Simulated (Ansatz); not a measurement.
# GaPNH (quintet): wave-function methods side by side, cc-pVDZ

How much of the correlation energy of GaPNH (quintet) does each wave-function method recover here?

Program: Ansatz 0.2.0, Gaussian basis. Level of theory: cc-pVDZ, core rule «outside noble gas», up to 20 orbitals frozen. These are calculated values, not measurements.

To be run: UHF; CCSD(T) on ROHF; CCSD(T) on UHF; BCCD(T) on ROHF; CISD; CCSDT(Q) on ROHF; CCSDT(Q) on UHF.

29 further runs of the same task are left out: 7 for a known fault of the program, 10 that didn't finish, 12 set aside as unsound or not needed.

**1. The geometry**

The geometry is a PBE0/def2-TZVP stationary point (not a proven minimum) of the parent state, kept for this charge and spin. No spin-orbit coupling is included. The filled d shell of Ga may be among the frozen orbitals whatever the setting's name suggests; the logs give the count.

4 atoms, charge 0, spin multiplicity 5.

Atoms are counted from 1 here; the program's logs count them from 0.

Bond lengths: Ga1–N2 1.821 Å, Ga1–H4 1.580 Å, N2–P3 1.530 Å. Angles: N2–Ga1–H4 120.1°, Ga1–N2–P3 169.0°.

**2. UHF**

Contents of in.yaml:

```yaml
crystal:
  periodic: [false, false, false]
  atoms:
    - {symbol: Ga, position_ang: [0.000001, -0.379916, 1.053510]}
    - {symbol: N, position_ang: [-0.000047, -0.190704, -0.757137]}
    - {symbol: P, position_ang: [0.000010, -0.326191, -2.280879]}
    - {symbol: H, position_ang: [0.000037, 0.896811, 1.984506]}
basis:
  gaussian: {orbitals: cc-pVDZ}
magnetization: {spin_polarized: true, initial_magnetization: 4}
hamiltonian: {xc: hf}
output: {orbitals: {seedname: orbitals}}
```

Command:

```sh
> ansatz run in.yaml --threads 1 --pin off --events-out ev --progress --plain --max-ram 2393MiB
```

After this run come: CCSD(T) on ROHF; CCSD(T) on UHF; BCCD(T) on ROHF; CISD; CCSDT(Q) on ROHF; CCSDT(Q) on UHF.

Q: Predict the results of all the runs planned. Wanted: UCCSDT(Q) below the RHF energy; RMP2 from UCCSDT(Q); UMP2 from UCCSDT(Q); RCCSD from UCCSDT(Q); RCCSD(T) from UCCSDT(Q); UCCSD(T) from UCCSDT(Q); RCCSDT(Q) from UCCSDT(Q); T1 diagnostic.

As calculated:

| quantity | value |
| --- | --- |
| UCCSDT(Q) below the RHF energy | -8.2113 eV |
| RMP2 from UCCSDT(Q) | +1308.8 meV |
| UMP2 from UCCSDT(Q) | +1356.5 meV |
| RCCSD from UCCSDT(Q) | +302.6 meV |
| RCCSD(T) from UCCSDT(Q) | +77.0 meV |
| UCCSD(T) from UCCSDT(Q) | +71.9 meV |
| RCCSDT(Q) from UCCSDT(Q) | +9.8 meV |
| levels within 1 kcal/mol (43 meV) | RCCSDT, UCCSDT, RCCSDT(Q) |
| T1 diagnostic | 0.034 |

**Reading.** RCCSD(T) misses by +77.0 meV, 0.9 % of the correlation energy. These misses are within one basis, not against nature; the frozen cores of restricted and unrestricted runs differ, which can shift their rows.
